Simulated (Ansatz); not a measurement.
# WOTe: the cell at several levels of theory

Aim: relax a free-standing Janus 1T monolayer of WOTe with PBE, r2SCAN, PBEsol, LDA and HSE06 and see how far the functionals disagree on the cell. This is a trial cell built on a prototype, not taken from a measured structure, and it needn't be the compound's ground state.

The runs shown are made with Ansatz 0.2.0. PAW datasets, plane waves, zero pressure. (Calculated; spin-unpolarised; the phase may be known or hypothetical.)

## Step 1: Starting point

In-plane lattice: a = 3.920 Å, b = 3.920 Å, γ = 120.0°; thickness between the outer nuclei 3.19 Å. W has 3 O at 2.77 Å and 3 Te at 2.77 Å; O has 3 W at 2.77 Å; Te has 3 W at 2.77 Å.

As a file:

```xyz
3
Lattice="3.9196 0.0000 0.0000 -1.9598 3.3945 0.0000 0.0000 0.0000 18.0000" Properties=species:S:1:pos:R:3 pbc="T T F"
W     0.0000    0.0000    9.0000
O     0.0000    2.2630   10.5927
Te    1.9598    1.1315    7.4073
```
Periodic in the plane only; c spans the vacuum.

## Step 2: Relaxing with PBE

Contents of input.yaml:

```yaml
crystal:
  lattice:
    - [3.91959618, 0.0, 0.0]
    - [-1.95979809, 3.3944698645, 0.0]
    - [0.0, 0.0, 18.0]
  atoms:
    - { symbol: W, position: [0.0, 0.0, 0.5] }
    - { symbol: O, position: [0.3333333333, 0.6666666667, 0.5884822768] }
    - { symbol: Te, position: [0.6666666667, 0.3333333333, 0.4115177232] }
  periodic: [true, true, false]
kpoints:
  mp_grid: { grid: [12, 12, 1] }
hamiltonian:
  xc: pbe
scf:
  occupations: { method: fermi_dirac, width: 0.02 }
relax:
  f_tol: 0.005
  cell: {}
```

Further steps of the session: r2SCAN: cell and atoms; Relaxing with PBEsol; Relaxation with LDA; Relaxing with HSE06.

**Question.** What will these runs give? Wanted: for each run, a; area; SCF geometries.

**Answer**, as computed:

```
 level  a (Å)  area (Å²/atom)  SCF geometries
   PBE  3.195           2.947              14
r2SCAN  3.207           2.968               7
PBEsol  3.145           2.855               6
   LDA  3.130           2.828               9
 HSE06  3.195           2.947               6
```

**Reading.** The first relaxation changed the area by -33.5 % from the start. The area runs from LDA (least) to r2SCAN (most), a spread of 5.0 %, or 2.4 % in length if all axes shared it alike. LDA's area lies 4.0 % below PBE's. The meshes differ: PBE 12×12×1, r2SCAN 12×12×1, PBEsol 12×12×1, LDA 12×12×1, HSE06 6×6×1.
